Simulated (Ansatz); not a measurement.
This was printed by a script on the Python package of Ansatz (0.2.0), for a single point in a Gaussian basis of CH8PSSi (charge +1), SMILES CS[SiH2][PH3+]. What did the script look like? Use: B2GP-PLYP, def2-SVPD basis, multiplicity 1.

```yaml
atoms:
  - { symbol: C, position_ang: [1.8512, 0.8814, 0.5222] }
  - { symbol: S, position_ang: [1.3841, -0.8005, 0.9826] }
  - { symbol: Si, position_ang: [-0.1686, -1.2853, -0.4189] }
  - { symbol: P, position_ang: [-1.8643, 0.0741, -0.1499] }
  - { symbol: H, position_ang: [2.2134, 0.9150, -0.5092] }
  - { symbol: H, position_ang: [2.6543, 1.2239, 1.1805] }
  - { symbol: H, position_ang: [1.0030, 1.5632, 0.6310] }
  - { symbol: H, position_ang: [0.3890, -1.1358, -1.7865] }
  - { symbol: H, position_ang: [-0.5855, -2.6932, -0.2037] }
  - { symbol: H, position_ang: [-2.4375, 0.0002, 1.1378] }
  - { symbol: H, position_ang: [-2.9213, -0.1732, -1.0521] }
  - { symbol: H, position_ang: [-1.5178, 1.4302, -0.3340] }
```

```console
$ python run_energy.py
crystal:
  periodic: [false, false, false]
  atoms:
    - { symbol: C, position_ang: [1.8512, 0.8814, 0.5222] }
    - { symbol: S, position_ang: [1.3841, -0.8005, 0.9826] }
    - { symbol: Si, position_ang: [-0.1686, -1.2853, -0.4189] }
    - { symbol: P, position_ang: [-1.8643, 0.0741, -0.1499] }
    - { symbol: H, position_ang: [2.2134, 0.915, -0.5092] }
    - { symbol: H, position_ang: [2.6543, 1.2239, 1.1805] }
    - { symbol: H, position_ang: [1.003, 1.5632, 0.631] }
    - { symbol: H, position_ang: [0.389, -1.1358, -1.7865] }
    - { symbol: H, position_ang: [-0.5855, -2.6932, -0.2037] }
    - { symbol: H, position_ang: [-2.4375, 0.0002, 1.1378] }
    - { symbol: H, position_ang: [-2.9213, -0.1732, -1.0521] }
    - { symbol: H, position_ang: [-1.5178, 1.4302, -0.334] }
basis:
  gaussian:
    orbitals: def2-SVPD
hamiltonian:
  xc:
    name: B2GP-PLYP
total_charge: 1.0
output:
  orbitals: {}

E = -29136.787865 eV = -1070.7572044 Ha
converged: True  doubts: none
<S^2> = 0.0  all-electron relativity setting: none
passes: {'evaluations': 17, 'products': 25}
occupied orbitals by irrep: [{'A': 29}, {'A': 29}]
Alpha     -25.133 eV  occupation 2
Alpha     -22.082 eV  occupation 2
Alpha     -20.147 eV  occupation 2
Alpha     -20.053 eV  occupation 2
Alpha     -18.430 eV  occupation 2
Alpha     -18.389 eV  occupation 2
Alpha     -17.753 eV  occupation 2
Alpha     -17.032 eV  occupation 2
Alpha     -16.299 eV  occupation 2
Alpha     -14.496 eV  occupation 2
Alpha     -12.766 eV  occupation 2
Alpha      -4.104 eV  occupation 0
Alpha      -3.976 eV  occupation 0
Alpha      -3.477 eV  occupation 0
Alpha      -3.116 eV  occupation 0
Alpha      -2.609 eV  occupation 0
Alpha      -2.234 eV  occupation 0
Alpha      -1.603 eV  occupation 0
Alpha      -1.375 eV  occupation 0
Alpha      -1.054 eV  occupation 0
Alpha      -0.948 eV  occupation 0
Alpha      -0.620 eV  occupation 0
Alpha      -0.530 eV  occupation 0
Alpha      -0.074 eV  occupation 0
Alpha       0.153 eV  occupation 0
Alpha       0.378 eV  occupation 0
Alpha       0.519 eV  occupation 0
Alpha       0.793 eV  occupation 0
```

One script that gives this output:

`run_energy.py`:
```python
"""Electronic structure of the CH8PSSi(+) molecule."""

from pathlib import Path

import ansatz as az

GEOMETRY = """
C     1.85120    0.88140    0.52220
S     1.38410   -0.80050    0.98260
Si   -0.16860   -1.28530   -0.41890
P    -1.86430    0.07410   -0.14990
H     2.21340    0.91500   -0.50920
H     2.65430    1.22390    1.18050
H     1.00300    1.56320    0.63100
H     0.38900   -1.13580   -1.78650
H    -0.58550   -2.69320   -0.20370
H    -2.43750    0.00020    1.13780
H    -2.92130   -0.17320   -1.05210
H    -1.51780    1.43020   -0.33400
"""


def main() -> None:
    ch8pssi = az.Crystal.molecule()
    for line in GEOMETRY.strip().splitlines():
        symbol, *xyz = line.split()
        ch8pssi = ch8pssi.atom(symbol, [float(v) for v in xyz])

    calculation = (
        ch8pssi.calculation()
        .basis(gaussian="def2-SVPD")
        .functional(az.LibraryFunctional("B2GP-PLYP"))
        .charge(1)
        .orbitals()
    )
    print(calculation.to_yaml())
    res = calculation.run(threads=1, runs_dir="runs")
    r = res.report

    print(f"E = {r['free_energy_ev']:.6f} eV = {r['free_energy_ev'] / 27.211386246:.7f} Ha")
    print("converged:", r["converged"], " doubts:", r["published_state_doubts"] or "none")

    field = r["mean_field"]
    print("<S^2> =", round(abs(field["state"]["spin_squared"]), 4), " all-electron relativity setting:", field["relativity"])
    print("passes:", field["passes"])
    if "symmetry" in field:
        print("occupied orbitals by irrep:", field["symmetry"]["occupied"])

    lines = Path(r["orbitals_path"]).read_text().splitlines()
    field_of = lambda key: [line.split("=")[1].strip() for line in lines if line.startswith(key)]
    orbitals = [(27.211386 * float(e), s, float(n)) for e, s, n in zip(field_of("Ene="), field_of("Spin="), field_of("Occup="))]
    homo = max(e for e, _, n in orbitals if n > 0.5)
    lumo = min(e for e, _, n in orbitals if n < 0.5)
    for e, spin, n in sorted(orbitals):
        if homo - 15 < e < lumo + 5:
            print(f"{spin:6s} {e:10.3f} eV  occupation {n:.0f}")


if __name__ == "__main__":
    main()
```

Reading the output:
- Total energies depend on the basis set; only differences at equal settings carry meaning.
- The geometry is a force-field or estimated start, not a minimum of this method, and the basis set is short of its limit.
- Alpha marks a spatial orbital of a restricted run, filled by both spins.
- Levels such as HOMO and LUMO are orbital energies: with these approximate functionals they aren't the ionisation energy and electron affinity, and their gap isn't the fundamental gap.
- For a double hybrid the total adds scaled second-order correlation to the self-consistent reference.
- It ran for 12 s on 1 thread of Arm Neoverse V2, with other jobs on the host, peak memory 0.45 GiB.
